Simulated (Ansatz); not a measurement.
# SiH₄O₃: geometry optimisation

Aim: relax SiH₄O₃ at this level.

Computed with Ansatz 0.2.0. Level: RKS BHLYP-D4/def2-SVPD.

### Step 1. Starting geometry

SMILES `O[SiH](O)O`, 8 atoms, charge 0, spin multiplicity 1.

Atoms are counted from 1 here; the program's logs count them from 0.

Bond lengths: O1–Si2 1.685 Å, O1–H5 0.971 Å, Si2–O3 1.675 Å, Si2–O4 1.672 Å, Si2–H6 1.489 Å, O3–H7 0.971 Å, O4–H8 0.972 Å. Angles: Si2–O1–H5 117.3°, O1–Si2–O3 104.1°, O1–Si2–O4 114.7°, O1–Si2–H6 111.6°, O3–Si2–O4 109.5°, O3–Si2–H6 113.5°, O4–Si2–H6 103.8°, Si2–O3–H7 115.5°, Si2–O4–H8 117.2°.

Geometry (Å):

```xyz
8
charge 0, multiplicity 1
O     0.4573    1.2769   -0.5956
Si   -0.1611    0.0044    0.3193
O     1.1701   -0.9666    0.6184
O    -1.3477   -0.8932   -0.4439
H    -0.1553    1.9903   -0.8372
H    -0.8288    0.4941    1.5570
H     2.0336   -0.5301    0.5312
H    -1.0760   -1.4328   -1.2051
```

### Step 2. Relaxation

Contents of input.yaml:

```yaml
crystal:
  periodic: [false, false, false]
  atoms:
    - { symbol: O, position_ang: [0.457307, 1.276886, -0.595581] }
    - { symbol: Si, position_ang: [-0.16114, 0.004374, 0.319255] }
    - { symbol: O, position_ang: [1.170112, -0.966551, 0.618368] }
    - { symbol: O, position_ang: [-1.347729, -0.893175, -0.443898] }
    - { symbol: H, position_ang: [-0.155258, 1.990269, -0.837208] }
    - { symbol: H, position_ang: [-0.828801, 0.494102, 1.557031] }
    - { symbol: H, position_ang: [2.033576, -0.530138, 0.531192] }
    - { symbol: H, position_ang: [-1.075965, -1.432767, -1.205059] }
basis:
  gaussian: { orbitals: def2-SVPD }
hamiltonian:
  xc: { name: BHLYP }
  dispersion: d4
output:
  forces: true
relax:
  f_tol: 0.003
  max_steps: 120
```

Launch:

```sh
$ ansatz run input.yaml --threads 1 --pin off --max-ram 2560MiB --backend cpu --events-out ev --progress --plain --runs-dir out
```

Q: Predict the outcome of this session. Wanted: energy gained; root mean square move; dipole moment.

The runs gave:

| quantity | value |
| --- | --- |
| energy gained | 0.0856 eV |
| root mean square move | 0.032 Å |
| dipole moment | 1.58 D |

Bond lengths: O1–Si2 1.653 Å, O1–H5 0.951 Å, Si2–O3 1.645 Å, Si2–O4 1.642 Å, Si2–H6 1.466 Å, O3–H7 0.952 Å, O4–H8 0.952 Å. Angles: Si2–O1–H5 120.7°, O1–Si2–O3 104.6°, O1–Si2–O4 113.9°, O1–Si2–H6 110.9°, O3–Si2–O4 109.2°, O3–Si2–H6 113.4°, O4–Si2–H6 105.0°, Si2–O3–H7 118.8°, Si2–O4–H8 120.2°. No frequencies were computed here.
